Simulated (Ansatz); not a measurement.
# doublet C3H9In+: levels of theory compared

We compute a comparison of 6 runs (U-r2SCAN/def2-SVP, UBHLYP/def2-SVP, UPBE/def2-SVP, UPBE0/def2-SVP, USVWN5/def2-SVP, UCCSD/def2-SVP) of doublet C3H9In+. 

Program for the calculation: Ansatz 0.2.0.

35 further runs of the same task are left out: 2 that didn't finish, 33 set aside as unsound or not needed.

### Step 1. The system as given

C3H9In+ has 13 atoms, charge +1, and is taken as a doublet. As SMILES of the parent species, `[CH3][In]([CH3])[CH3]`. The shape is that of a PBE0-D4/def2-TZVP optimisation. That shape belongs to the parent species and isn't relaxed for this state.

Bond lengths: C1–In2 2.164 Å, In2–C3 2.164 Å, In2–C4 2.164 Å, C1–H5 1.091 Å, C1–H6 1.094 Å, C1–H7 1.091 Å, C3–H8 1.091 Å, C3–H9 1.091 Å, C3–H10 1.094 Å, C4–H11 1.091 Å, C4–H12 1.094 Å, C4–H13 1.091 Å. Some angles: C1–In2–C3 120.0°, C1–In2–C4 120.1°, C3–In2–C4 119.9°, In2–C1–H5 111.3°, In2–C1–H6 109.3°, In2–C1–H7 111.3°, In2–C3–H8 111.3°, In2–C3–H9 111.4°, In2–C3–H10 109.2°, In2–C4–H11 111.4°.

### Step 2. A single-point energy at U-r2SCAN/def2-SVP (core potential) (run 1)

Contents of input.yaml:

```yaml
crystal:
  periodic: [false, false, false]
  atoms:
    - {symbol: C, position_ang: [-0.506200, 1.897900, -0.902800]}
    - {symbol: In, position_ang: [0.007900, -0.003300, -0.006900]}
    - {symbol: C, position_ang: [1.475300, -0.088600, 1.581000]}
    - {symbol: C, position_ang: [-0.956600, -1.818200, -0.683200]}
    - {symbol: H, position_ang: [0.329400, 2.598000, -0.853700]}
    - {symbol: H, position_ang: [-1.344900, 2.339400, -0.357000]}
    - {symbol: H, position_ang: [-0.811500, 1.777000, -1.943300]}
    - {symbol: H, position_ang: [1.276400, -0.918200, 2.261200]}
    - {symbol: H, position_ang: [1.500700, 0.842500, 2.149300]}
    - {symbol: H, position_ang: [2.467200, -0.242700, 1.146600]}
    - {symbol: H, position_ang: [-1.254700, -1.743900, -1.730100]}
    - {symbol: H, position_ang: [-1.858700, -1.990800, -0.089300]}
    - {symbol: H, position_ang: [-0.304000, -2.683700, -0.557100]}
basis:
  gaussian: {orbitals: def2-SVP}
total_charge: 1
magnetization: {spin_polarized: true, initial_magnetization: 1}
hamiltonian: {xc: r2scan}
accuracy: high
output: {orbitals: {seedname: orbitals}}
```

Started as:

```console
$ ansatz run input.yaml --threads 1 --pin off --max-ram 3480MiB --events-out events.jsonl --progress --plain --runs-dir runs
```

Log:

```text
Warning: RAYON_NUM_THREADS=1 ignored (pool sized by the plan → 1); use --threads N
Functional definition: r2SCAN
  name "r2SCAN"
  parameter k0 = 0.174
  parameter k1 = 0.065
  parameter a1 = 4.9479
  exchange = r2scan_x(k0 = k0, k1 = k1, a1 = a1)
  correlation = r2scan_c
2859 factors; integrals over basis functions are off by at most 1.9e-8 eV
mean field evaluation 1: about -8398.4619 eV, gradient 6.4e1 eV
mean field evaluation 2: about -8381.4372 eV, gradient 7.7e1 eV
mean field evaluation 4: about -8416.9639 eV, gradient 2.1e1 eV
mean field evaluation 8: about -8419.3777 eV, gradient 6.5e0 eV
mean field evaluation 16: about -8419.7060 eV, gradient 4.9e-3 eV
mean field evaluation 32: about -8419.7042 eV, gradient 4.0e-2 eV
mean field -8419.70602081 eV, -309.4184891829 hartree, gradient 7.5e-8 eV, S^2 0.758057; 3 other end points of the search recorded, 0 dependent functions left out
reference -8419.70602419 eV, -309.4184893073 hartree; 24, 23 occupied and 89, 90 virtual orbitals, 2859 factors
Total energy: -8419.70602419 eV, -309.4184893073 hartree
```

Wall time 2.6 min (1 thread of Arm Neoverse V1, shared host); peak memory 0.67 GiB.

### Step 3. A single-point energy at UBHLYP/def2-SVP (core potential) (run 2)

Contents of run.yaml:

```yaml
crystal:
  periodic: [false, false, false]
  atoms:
    - {symbol: C, position_ang: [-0.506200, 1.897900, -0.902800]}
    - {symbol: In, position_ang: [0.007900, -0.003300, -0.006900]}
    - {symbol: C, position_ang: [1.475300, -0.088600, 1.581000]}
    - {symbol: C, position_ang: [-0.956600, -1.818200, -0.683200]}
    - {symbol: H, position_ang: [0.329400, 2.598000, -0.853700]}
    - {symbol: H, position_ang: [-1.344900, 2.339400, -0.357000]}
    - {symbol: H, position_ang: [-0.811500, 1.777000, -1.943300]}
    - {symbol: H, position_ang: [1.276400, -0.918200, 2.261200]}
    - {symbol: H, position_ang: [1.500700, 0.842500, 2.149300]}
    - {symbol: H, position_ang: [2.467200, -0.242700, 1.146600]}
    - {symbol: H, position_ang: [-1.254700, -1.743900, -1.730100]}
    - {symbol: H, position_ang: [-1.858700, -1.990800, -0.089300]}
    - {symbol: H, position_ang: [-0.304000, -2.683700, -0.557100]}
basis:
  gaussian:
    orbitals: def2-SVP
total_charge: 1
magnetization:
  spin_polarized: true
  initial_magnetization: 1
hamiltonian:
  xc: {name: BHLYP}
accuracy: high
output:
  orbitals: {seedname: orbitals}
```

Started as:

```console
$ ansatz run run.yaml --threads 1 --pin off --max-ram 3480MiB --events-out events.jsonl --progress --plain --runs-dir runs
```

Log:

```text
Warning: RAYON_NUM_THREADS=1 ignored (pool sized by the plan → 1); use --threads N
Functional definition: BHLYP
  name "BHLYP"
  parameter a = 0.5
  exchange = (1 - a)*b88_x + a*exact_x
  correlation = lyp_c
2859 factors; integrals over basis functions are off by at most 1.9e-8 eV
mean field evaluation 1: about -8404.3563 eV, gradient 4.7e1 eV
mean field evaluation 2: about -8407.5503 eV, gradient 3.8e1 eV
mean field evaluation 4: about -8415.3367 eV, gradient 1.6e0 eV
mean field evaluation 8: about -8415.3953 eV, gradient 1.3e-1 eV
mean field evaluation 16: about -8415.3552 eV, gradient 2.5e0 eV
mean field evaluation 32: about -8415.3997 eV, gradient 4.1e-1 eV
mean field -8415.41295447 eV, -309.2607219051 hartree, gradient 2.1e-8 eV, S^2 0.790314; 2 other end points of the search recorded, 0 dependent functions left out
reference -8415.41298710 eV, -309.2607231042 hartree; 24, 23 occupied and 89, 90 virtual orbitals, 2859 factors
Total energy: -8415.41298710 eV, -309.2607231042 hartree
```

Run time: 99 s. Hardware: 1 thread of Arm Neoverse V1, shared host; peak memory 0.66 GiB.

Run 3 isn't shown in full; the table further down has it.

### Step 4. A single-point energy at UPBE0/def2-SVP (core potential) (run 4)

Contents of job.yaml:

```yaml
crystal:
  periodic: [false, false, false]
  atoms:
    - symbol: C
      position_ang: [-0.506200, 1.897900, -0.902800]
    - symbol: In
      position_ang: [0.007900, -0.003300, -0.006900]
    - symbol: C
      position_ang: [1.475300, -0.088600, 1.581000]
    - symbol: C
      position_ang: [-0.956600, -1.818200, -0.683200]
    - symbol: H
      position_ang: [0.329400, 2.598000, -0.853700]
    - symbol: H
      position_ang: [-1.344900, 2.339400, -0.357000]
    - symbol: H
      position_ang: [-0.811500, 1.777000, -1.943300]
    - symbol: H
      position_ang: [1.276400, -0.918200, 2.261200]
    - symbol: H
      position_ang: [1.500700, 0.842500, 2.149300]
    - symbol: H
      position_ang: [2.467200, -0.242700, 1.146600]
    - symbol: H
      position_ang: [-1.254700, -1.743900, -1.730100]
    - symbol: H
      position_ang: [-1.858700, -1.990800, -0.089300]
    - symbol: H
      position_ang: [-0.304000, -2.683700, -0.557100]
basis:
  gaussian: {orbitals: def2-SVP}
total_charge: 1
magnetization: {spin_polarized: true, initial_magnetization: 1}
hamiltonian: {xc: pbe0}
accuracy: high
output: {orbitals: {seedname: orbitals}}
```

Started as:

```console
$ ansatz run job.yaml --threads 1 --pin off --max-ram 3480MiB --events-out events.jsonl --progress --plain --runs-dir runs
```

Log:

```text
Warning: RAYON_NUM_THREADS=1 ignored (pool sized by the plan → 1); use --threads N
Functional definition: PBE0
  name "PBE0"
  parameter a = 0.25
  parameter kappa = 0.804
  parameter beta = 0.06672455060314922
  exchange = (1 - a)*pbe_x(kappa = kappa, mu = beta*pi^2/3) + a*exact_x
  correlation = pbe_c(beta = beta)
2859 factors; integrals over basis functions are off by at most 1.9e-8 eV
mean field evaluation 1: about -8399.5537 eV, gradient 5.6e1 eV
mean field evaluation 2: about -8395.1959 eV, gradient 5.9e1 eV
mean field evaluation 4: about -8415.2634 eV, gradient 7.2e0 eV
mean field evaluation 8: about -8415.7709 eV, gradient 6.8e-1 eV
mean field evaluation 16: about -8415.7747 eV, gradient 1.6e-2 eV
mean field evaluation 32: about -8415.7749 eV, gradient 3.0e-4 eV
mean field evaluation 64: about -8415.7716 eV, gradient 6.7e-2 eV
mean field -8415.77488250 eV, -309.2740225146 hartree, gradient 2.4e-8 eV, S^2 0.758564; 3 other end points of the search recorded, 0 dependent functions left out
reference -8415.77488604 eV, -309.2740226449 hartree; 24, 23 occupied and 89, 90 virtual orbitals, 2859 factors
Total energy: -8415.77488604 eV, -309.2740226449 hartree
```

Run time: 1.9 min. Hardware: 1 thread of Arm Neoverse V1, shared host; peak memory 0.69 GiB.

Run 5 isn't shown in full; the table further down has it.

### Step 5. The energy at UCCSD/def2-SVP (core potential) (run 6)

Contents of molecule.yaml:

```yaml
crystal:
  periodic: [false, false, false]
  atoms:
    - {symbol: C, position_ang: [-0.506200, 1.897900, -0.902800]}
    - {symbol: In, position_ang: [0.007900, -0.003300, -0.006900]}
    - {symbol: C, position_ang: [1.475300, -0.088600, 1.581000]}
    - {symbol: C, position_ang: [-0.956600, -1.818200, -0.683200]}
    - {symbol: H, position_ang: [0.329400, 2.598000, -0.853700]}
    - {symbol: H, position_ang: [-1.344900, 2.339400, -0.357000]}
    - {symbol: H, position_ang: [-0.811500, 1.777000, -1.943300]}
    - {symbol: H, position_ang: [1.276400, -0.918200, 2.261200]}
    - {symbol: H, position_ang: [1.500700, 0.842500, 2.149300]}
    - {symbol: H, position_ang: [2.467200, -0.242700, 1.146600]}
    - {symbol: H, position_ang: [-1.254700, -1.743900, -1.730100]}
    - {symbol: H, position_ang: [-1.858700, -1.990800, -0.089300]}
    - {symbol: H, position_ang: [-0.304000, -2.683700, -0.557100]}
basis:
  gaussian:
    orbitals: def2-SVP
correlation:
  method: ccsd
  frozen_orbitals: {C: 1, H: 0, In: 4}
total_charge: 1
accuracy: high
scf:
  omitted_lower_state_checks: [cluster_reference, increment]
magnetization:
  spin_polarized: true
  initial_magnetization: 1
```

Started as:

```console
$ ansatz run molecule.yaml --threads 1 --pin off --max-ram 3480MiB --events-out events.jsonl --progress --plain --runs-dir runs
```

Log, shortened:

```text
Warning: RAYON_NUM_THREADS=1 ignored (pool sized by the plan → 1); use --threads N
Functional definition: HF
  name "HF"
[...]
2859 factors; integrals over basis functions are off by at most 1.9e-8 eV
[...]
mean field -8371.08888473 eV, -307.6318423861 hartree, gradient 1.6e-8 eV, S^2 0.869099; 4 other end points of the search recorded, 0 dependent functions left out
7 core orbitals not correlated: weight in the atoms' cores, before any rotation towards them, 1.000 or more for the frozen orbitals, at most 0.000 for the correlated occupied ones
reference -8371.08888473 eV, -307.6318423861 hartree; 17, 16 occupied and 89, 90 virtual orbitals, 2859 factors
second order -13.71966344 eV of doubles, -0.00000000 eV of singles
cycle   1  -14.85107729 eV  change    -1.1e0 eV  update   9.9e-2
[...]
cycle  28  -15.47118753 eV  change   7.1e-10 eV  update   1.2e-9
Total energy: -8386.56007226 eV, -308.2003980409 hartree
Checks for a lower state left out: cluster_reference, increment
```

Run time: 5.7 min. Hardware: 1 thread of Arm Neoverse V1, shared host; peak memory 2.6 GiB.

### Step 6. All runs side by side

```
run                               level  frozen core orbitals  energy (Eh)  HOMO energy (eV)   ⟨S²⟩  wall time
  1  U-r2SCAN/def2-SVP (core potential)                     –  -309.418489            -11.33  0.758    2.6 min
  2    UBHLYP/def2-SVP (core potential)                     –  -309.260723            -12.88  0.790       99 s
  3      UPBE/def2-SVP (core potential)                     –  -309.250257            -11.20  0.753       57 s
  4     UPBE0/def2-SVP (core potential)                     –  -309.274023            -12.08  0.759    1.9 min
  5    USVWN5/def2-SVP (core potential)                     –  -307.946816            -11.39  0.752       28 s
  6     UCCSD/def2-SVP (core potential)                     7  -308.200398                 –  0.869    5.7 min
```

### Step 7. Results

| quantity | value |
| --- | --- |
| run 6: total energy | -308.20040 Eh |
| run 6: correlation energy (7 core orbitals frozen) | -568.6 mEh |
| run 6: ⟨S²⟩ of the reference determinant | 0.869 |
| run 6: T1 diagnostic | 0.017 |

Totals of different functionals can't be ranked against each other. Spin contamination of the reference: run 6 ⟨S²⟩ = 0.87. All runs together took 13 min, the longest 5.7 min.
